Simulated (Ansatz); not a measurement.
**C₅H₁₀BN: how energies converge with the basis set**

Aim: see how fast density functionals converge with the basis set for C₅H₁₀BN.

The runs use Ansatz 0.2.0, Gaussian basis; one geometry, several basis sets.

The runs, in order: PBE0-D4/def2-SVP; ωB97M-V/def2-SVP; PBE0-D4/def2-QZVPP; ωB97M-V/def2-QZVPP; the functionals' def2-TZVPP values are taken from earlier runs.

1 further run of the same task is left out (it didn't finish). Runs told in other sessions of the task aren't counted.

## Step 1: The geometry

The geometry comes from an earlier relaxation with PBE0-D4 in a triple-zeta def2 set; it is a stationary point, not always the lowest conformer.

SMILES `BN(C=C)CC=C`, 17 atoms, charge 0, spin multiplicity 1.

Atoms are counted from 1 here; the program's logs count them from 0.

Bond lengths: B1–N2 1.399 Å, B1–H8 1.195 Å, B1–H9 1.195 Å, N2–C3 1.398 Å, N2–C5 1.457 Å, C3–C4 1.329 Å, C3–H10 1.084 Å, C4–H11 1.081 Å, C4–H12 1.081 Å, C5–C6 1.498 Å, C5–H13 1.092 Å, C5–H14 1.095 Å, C6–C7 1.324 Å, C6–H15 1.088 Å, C7–H16 1.086 Å, C7–H17 1.083 Å. Angles: N2–B1–H8 118.9°, N2–B1–H9 118.7°, H8–B1–H9 122.4°, B1–N2–C3 121.0°, B1–N2–C5 121.5°, C3–N2–C5 117.5°, N2–C3–C4 127.1°, N2–C3–H10 112.5°, C4–C3–H10 120.5°, C3–C4–H11 123.4°, C3–C4–H12 119.0°, H11–C4–H12 117.5°, N2–C5–C6 113.7°, N2–C5–H13 106.5°, N2–C5–H14 109.7°, C6–C5–H13 108.9°, C6–C5–H14 110.3°, H13–C5–H14 107.4° and more.

## Step 2: PBE0-D4 in def2-SVP

in.yaml reads:

```yaml
crystal:
  periodic: [false, false, false]
  atoms:
    - {symbol: B, position_ang: [-0.981895, 2.206945, 0.003304]}
    - {symbol: N, position_ang: [-0.640309, 0.869038, -0.221899]}
    - {symbol: C, position_ang: [-0.519221, 0.366803, -1.520580]}
    - {symbol: C, position_ang: [-0.209305, -0.877177, -1.872694]}
    - {symbol: C, position_ang: [-0.404173, -0.053078, 0.881211]}
    - {symbol: C, position_ang: [1.039844, -0.398443, 1.077378]}
    - {symbol: C, position_ang: [1.487988, -1.610993, 1.361906]}
    - {symbol: H, position_ang: [-1.092353, 2.593146, 1.128995]}
    - {symbol: H, position_ang: [-1.153356, 2.921631, -0.939057]}
    - {symbol: H, position_ang: [-0.719994, 1.118186, -2.275987]}
    - {symbol: H, position_ang: [0.024418, -1.656409, -1.161266]}
    - {symbol: H, position_ang: [-0.167661, -1.130611, -2.923163]}
    - {symbol: H, position_ang: [-0.776734, 0.438693, 1.782715]}
    - {symbol: H, position_ang: [-0.995692, -0.963220, 0.735448]}
    - {symbol: H, position_ang: [1.732863, 0.437565, 1.013175]}
    - {symbol: H, position_ang: [0.817847, -2.463647, 1.423873]}
    - {symbol: H, position_ang: [2.538832, -1.798730, 1.546543]}
basis:
  gaussian: {orbitals: def2-SVP}
hamiltonian: {xc: pbe0, dispersion: d4}
output: {orbitals: {seedname: orbitals}}
```

Started as:

```bash
$ ansatz run in.yaml --threads 4 --pin off --events-out ev --progress --plain --max-ram 11315MiB
```

After this run come: ωB97M-V in def2-SVP; PBE0-D4 in def2-QZVPP; ωB97M-V in def2-QZVPP.

**Question.** What will the summary of the whole plan be? Wanted: PBE0-D4: double and triple zeta above quadruple; ωB97M-V: double and triple zeta above quadruple.

The runs gave:

```
                                       quantity          value
PBE0-D4: double and triple zeta above quadruple  8.56, 0.42 eV
ωB97M-V: double and triple zeta above quadruple  9.00, 0.40 eV
```

In words: For PBE0-D4 the step from double to triple zeta gains 8.14 eV and the next only 0.42 eV. These are total energies; as a rule much of such shifts cancels in differences, which this series doesn't test. The LUMO of ωB97M-V is positive and keeps falling with the basis (1.61 to 1.01 eV): an unbound level that the basis holds in place.
